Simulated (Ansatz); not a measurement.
# C3H10SSn: the cost of one run

Method: RKS PBE0-D4/def2-SVP, in Ansatz 0.2.0.

### Step 1. Starting point

Bond lengths: C1–S2 1.775 Å, S2–C3 1.839 Å, C3–C4 1.525 Å, C3–Sn5 2.173 Å, C1–H6 1.175 Å, C1–H7 1.126 Å, C1–H8 1.054 Å, C3–H9 1.057 Å, C4–H10 1.183 Å, C4–H11 1.057 Å, C4–H12 1.094 Å, Sn5–H13 1.700 Å, Sn5–H14 1.711 Å, Sn5–H15 1.740 Å. Angles (14 of 25 angles, heavy atoms first): C1–S2–C3 95.2°, S2–C3–C4 109.5°, S2–C3–Sn5 107.8°, C4–C3–Sn5 105.7°, S2–C1–H6 109.8°, S2–C1–H7 109.5°, S2–C1–H8 113.3°, S2–C3–H9 109.7°, C4–C3–H9 115.1°, Sn5–C3–H9 108.8°, C3–C4–H10 106.2°, C3–C4–H11 115.4°, C3–C4–H12 109.5°, C3–Sn5–H13 109.2°.

Coordinates:

```xyz
15

C    -1.6726    0.6848    1.6615
S     0.0727    0.7861    1.3546
C    -0.0034   -0.0166   -0.2980
C     0.1805   -1.5226   -0.1418
Sn    1.7099    0.6672   -1.4473
H    -2.2546    1.3323    0.8719
H    -1.9111    1.1761    2.6466
H    -2.0431   -0.3018    1.6362
H    -0.8876    0.2780   -0.7967
H    -0.7695   -1.9128    0.4461
H     1.0233   -1.8212    0.4225
H     0.1314   -1.9998   -1.1252
H     3.1373    0.2728   -0.6118
H     1.6556   -0.0714   -2.9900
H     1.6096    2.3981   -1.5994
```

### Step 2. End point A

input.yaml

```yaml
crystal:
  periodic: [false, false, false]
  atoms:
    - { symbol: C, position_ang: [-1.6726, 0.6848, 1.6615] }
    - { symbol: S, position_ang: [0.0727, 0.7861, 1.3546] }
    - { symbol: C, position_ang: [-0.0034, -0.0166, -0.298] }
    - { symbol: C, position_ang: [0.1805, -1.5226, -0.1418] }
    - { symbol: Sn, position_ang: [1.7099, 0.6672, -1.4473] }
    - { symbol: H, position_ang: [-2.2546, 1.3323, 0.8719] }
    - { symbol: H, position_ang: [-1.9111, 1.1761, 2.6466] }
    - { symbol: H, position_ang: [-2.0431, -0.3018, 1.6362] }
    - { symbol: H, position_ang: [-0.8876, 0.278, -0.7967] }
    - { symbol: H, position_ang: [-0.7695, -1.9128, 0.4461] }
    - { symbol: H, position_ang: [1.0233, -1.8212, 0.4225] }
    - { symbol: H, position_ang: [0.1314, -1.9998, -1.1252] }
    - { symbol: H, position_ang: [3.1373, 0.2728, -0.6118] }
    - { symbol: H, position_ang: [1.6556, -0.0714, -2.99] }
    - { symbol: H, position_ang: [1.6096, 2.3981, -1.5994] }
basis:
  gaussian: { orbitals: def2-SVP }
hamiltonian:
  xc: pbe0
  dispersion: d4
relax:
  f_tol: 0.015
  max_steps: 40
output:
  orbitals: {}
```

On the command line:

```bash
> ansatz run input.yaml --threads 2 --pin off --max-ram 3072MiB --backend cpu --events-out ev --progress --plain --runs-dir out
```

What time and memory should one allow on 2 threads of Arm Neoverse V1, shared host?

About 1.8 min, with a peak of 0.42 GiB.
